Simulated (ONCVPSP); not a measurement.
# Re: the cost of one run

Method: ONCVPSP 4.0.1.1 (patched build), LDA (Perdew-Wang 92), scalar-relativistic.

### 1 The design

The settings as typed:

| Property | Result |
| --- | --- |
| element | rhenium (Re, Z = 75) |
| type | optimised norm-conserving Vanderbilt (ONCV) |
| frozen core | [Kr] 4d10 |
| valence charge | 29 |
| reference configuration | 4f14 5s2 5p6 5d5 6s2 |
| partial waves | 5s+6s: rc 1.65 bohr, ncon 5, nbas 8, qcut 6.3 1/bohr, 3 projectors, debl 2.8 Ha; 5p: rc 1.90 bohr, ncon 5, nbas 9, qcut 7.5 1/bohr, 2 projectors, debl 1.1 Ha; 5d: rc 2.40 bohr, ncon 4, nbas 8, qcut 5.6 1/bohr, 2 projectors, debl 3.3 Ha; 4f: rc 0.90 bohr, ncon 5, nbas 9, qcut 22.1 1/bohr, 2 projectors, debl 0.7 Ha |
| local potential | polynomial inside 0.85 bohr (lpopt 1, dvloc0 0 Ha) |
| core correction | Teter function, parameters optimised by the program |

The outer shells as boxes (Hund's rule for the drawing; the calculation is spin-unpolarised):

```
[Kr] core
4d [↑↓][↑↓][↑↓][↑↓][↑↓]
4f [↑↓][↑↓][↑↓][↑↓][↑↓][↑↓][↑↓]
5s [↑↓]
5p [↑↓][↑↓][↑↓]
5d [↑ ][↑ ][↑ ][↑ ][↑ ]
6s [↑↓]
```

The nodes and maxima of the atom's own shells, from an earlier all-electron run, set the scale for the radii.

All-electron outer shells of the reference configuration (LDA (PZ), scalar-relativistic, ld1.x):

```json
{"shell": "4d", "level (eV)": "-255.18", "outermost node (bohr)": "0.21", "outermost maximum (bohr)": "0.44"}
{"shell": "5s", "level (eV)": "-85.51", "outermost node (bohr)": "0.52", "outermost maximum (bohr)": "0.93"}
{"shell": "5p", "level (eV)": "-47.21", "outermost node (bohr)": "0.56", "outermost maximum (bohr)": "1.06"}
{"shell": "4f", "level (eV)": "-42.60", "outermost node (bohr)": "–", "outermost maximum (bohr)": "0.41"}
{"shell": "6s", "level (eV)": "-6.16", "outermost node (bohr)": "1.24", "outermost maximum (bohr)": "2.54"}
{"shell": "5d", "level (eV)": "-5.57", "outermost node (bohr)": "0.62", "outermost maximum (bohr)": "1.43"}
{"shell": "6p", "level (eV)": "-1.44", "outermost node (bohr)": "1.48", "outermost maximum (bohr)": "3.61"}
```

### 2 Generating the potential

The input, Re.dat:

```
# ATOM AND REFERENCE CONFIGURATION
# atsym  z   nc   nv     iexc    psfile
  Re 75.00    9    5  -001012      upf
#
#   n    l    f
    1    0    2.00
    2    0    2.00
    2    1    6.00
    3    0    2.00
    3    1    6.00
    3    2   10.00
    4    0    2.00
    4    1    6.00
    4    2   10.00
    4    3   14.00
    5    0    2.00
    5    1    6.00
    5    2    5.00
    6    0    2.00
#
# PSEUDOPOTENTIAL AND OPTIMIZATION
# lmax
    3
#
#   l,   rc,      ep,       ncon, nbas, qcut
    0    1.65    0.00    5    8    6.30
    1    1.90    0.00    5    9    7.50
    2    2.40    0.00    4    8    5.60
    3    0.90    0.00    5    9   22.10
#
# LOCAL POTENTIAL
# lloc, lpopt,  rc(5),   dvloc0
    4    1    0.85    0.00
#
# VANDERBILT-KLEINMAN-BYLANDER PROJECTORs
# l, nproj, debl
    0    3    2.80
    1    2    1.10
    2    2    3.30
    3    2    0.70
#
# MODEL CORE CHARGE
# icmod, fcfact, rcfact
    4    0.45    0.00
#
# LOG DERIVATIVE ANALYSIS
# epsh1, epsh2, depsh
   -5.00    5.00    0.04
#
# OUTPUT GRID
# rlmax, drl
    6.00    0.01
#
# TEST CONFIGURATIONS
# ncnf
    4
# nvcnf
#   n    l    f
    5
    4    3   14.00
    5    0    2.00
    5    1    6.00
    5    2    5.00
    6    0    1.00
#
    5
    4    3   14.00
    5    0    2.00
    5    1    6.00
    5    2    5.00
    6    0    0.00
#
    5
    4    3   14.00
    5    0    2.00
    5    1    6.00
    5    2    4.00
    6    0    0.00
#
    6
    4    3   14.00
    5    0    2.00
    5    1    6.00
    5    2    5.00
    6    0    0.00
    6    1    1.00
#
```

The run is started by

```bash
$ oncvpsp.x < Re.dat > Re.out
```

**Question.** How long does this run take on 1 thread of Neoverse-N1, shared host?

About 14 s.
